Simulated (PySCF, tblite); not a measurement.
# C₂H₁₁NOSi₂, a small molecule taken as a stand-in for a surface group (C site with back bonds O[SiH3], N[SiH3], C): NMR shifts, core binding energies and electronic excitations

Aim: the NMR shifts, core binding energies and electronic excitations of `CC(N[SiH3])O[SiH3]`.

Programs: tblite 0.8.0 and PySCF 2.14.0. All values are calculated, for the isolated system unless a continuum is named. Atoms count from 0, parts from 1.

## 1. Starting point

17 atoms, charge 0, multiplicity 1; geometry: distance geometry start.

## 2. Geometry optimisation with GFN2-xTB

The job: settings as JSON, then the geometry in Å.

```
{"job": {"kind": "relax", "xc": "GFN2-xTB", "basis": "xTB"}, "charge": 0, "multiplicity": 1}
C     -0.821069    -0.332143     0.057789
O      0.516875    -0.704310     0.015835
Si     1.423502    -0.945014    -1.491039
N     -0.888331     1.064874     0.458944
Si    -0.073442     2.246962    -0.652074
C     -1.487620    -1.137459     1.057814
H     -1.265229    -0.442664    -0.848986
H      2.213915    -2.105581    -1.419696
H      2.292376     0.170121    -1.714774
H      0.530798    -1.059604    -2.566383
H     -1.777001     1.377750     0.856191
H      0.170634     1.615374    -1.913887
H      1.180025     2.654634    -0.069051
H     -0.884598     3.367349    -0.818859
H     -0.813401    -1.479712     1.773559
H     -1.938300    -1.960115     0.598949
H     -2.225921    -0.572132     1.547650
```

Method: GFN2-xTB geometry optimisation, gas phase.

Launch:

```sh
$ OMP_NUM_THREADS=1 python cluster_run.py task.json out
```

This one command runs all jobs of the session in turn.

**Question.** The jobs that follow are: PBE0-D3(BJ)/def2-SVP geometry optimisation, gas phase; GIAO PBE0/pcSseg-1 NMR shielding, non-relativistic, gas phase; delta-SCF UKS SCAN, pcX-2 on the ionised atom, pcseg-1 elsewhere, spin-free X2C; TDDFT CAM-B3LYP/def2-SVPD, vertical, gas phase, core orbitals frozen in the response. Predict: point group; rotational constants (main isotopes); ¹³C shifts against TMS (PBE0/pcSseg-1); ¹H shifts against TMS (PBE0/pcSseg-1); ¹⁷O shifts against H2O (PBE0/pcSseg-1); ²⁹Si shifts against TMS (PBE0/pcSseg-1); ¹⁵N shifts against NH3 (PBE0/pcSseg-1); C1s binding energies, SCAN/pcX-2; O1s binding energies, SCAN/pcX-2; Si2p binding energies, SCAN/pcX-2 (standing for 1 of 2 atoms); N1s binding energies, SCAN/pcX-2; lowest singlet (CAM-B3LYP/def2-SVPD); brightest single state of those computed; lowest triplet; vertical ionisation energy (ΔSCF).

**Answer**, as computed:

| quantity | value |
| --- | --- |
| point group | C1 |
| rotational constants (main isotopes) | 2.74, 1.55, 1.06 GHz |
| ¹³C shifts against TMS (PBE0/pcSseg-1) | 81.6, 28.7 ppm |
| ¹H shifts against TMS (PBE0/pcSseg-1) | 4.74, 4.71, 4.67, 4.64, 4.63, 4.55, 4.47, 1.66, 1.13, 1.09, 0.47 ppm |
| ¹⁷O shifts against H2O (PBE0/pcSseg-1) | 82.9 ppm |
| ²⁹Si shifts against TMS (PBE0/pcSseg-1) | -43.4, -53.5 ppm |
| ¹⁵N shifts against NH3 (PBE0/pcSseg-1) | 54.8 ppm |
| C1s binding energies, SCAN/pcX-2 | C0 293.15, C5 290.71 eV |
| O1s binding energies, SCAN/pcX-2 | O1 537.63 eV |
| Si2p binding energies, SCAN/pcX-2 (standing for 1 of 2 atoms) | Si2 107.30 eV |
| N1s binding energies, SCAN/pcX-2 | N3 404.67 eV |
| lowest singlet (CAM-B3LYP/def2-SVPD) | 6.46 eV (192 nm), f = 0.020 |
| brightest single state of those computed | state 4, 7.50 eV, f = 0.033 |
| lowest triplet | 6.16 eV |
| vertical ionisation energy (ΔSCF) | 9.45 eV |

What this shows: The start of the PBE0/def2-SVP relaxation was shaken at random by about 0.01 Å, so part of the energy gained, and of the first lengths quoted, undoes that. Over 28 steps the energy fell by 0.340 eV; of the close pairs, O1–Si2 changed most, 1.607 to 1.676 Å (PBE0/def2-SVP). No frequency check was run at this level, so the end point may be a saddle. Hydrogens of an XH3 group are listed apart at this fixed geometry; free rotation makes them one line at their mean. At PBE0/pcSseg-1: The largest span, 118 ppm, is at O1, where the paramagnetic term is -145 ppm. At SCAN/pcX-2: The C1s levels kept as sound span 2.45 eV, from C5 (carbon bonded to C, 3 H) up to C0 (carbon bonded to C, N, O, H). The first singlet state (HOMO→LUMO 0.88) lies at 6.46 eV and is weak; of the 6 states computed, the strongest absorption comes from state 4 at 7.50 eV. The lowest triplet lies 0.30 eV below the lowest singlet (triplets in Tamm-Dancoff, singlets in full TDDFT). ΔSCF puts the ionisation energy at 9.45 eV, 0.63 eV above −ε(HOMO). A capped cluster stands for the solid here, so long-range fields and strain are missing, and bands or shifts of the capping hydrogens have no counterpart in it.
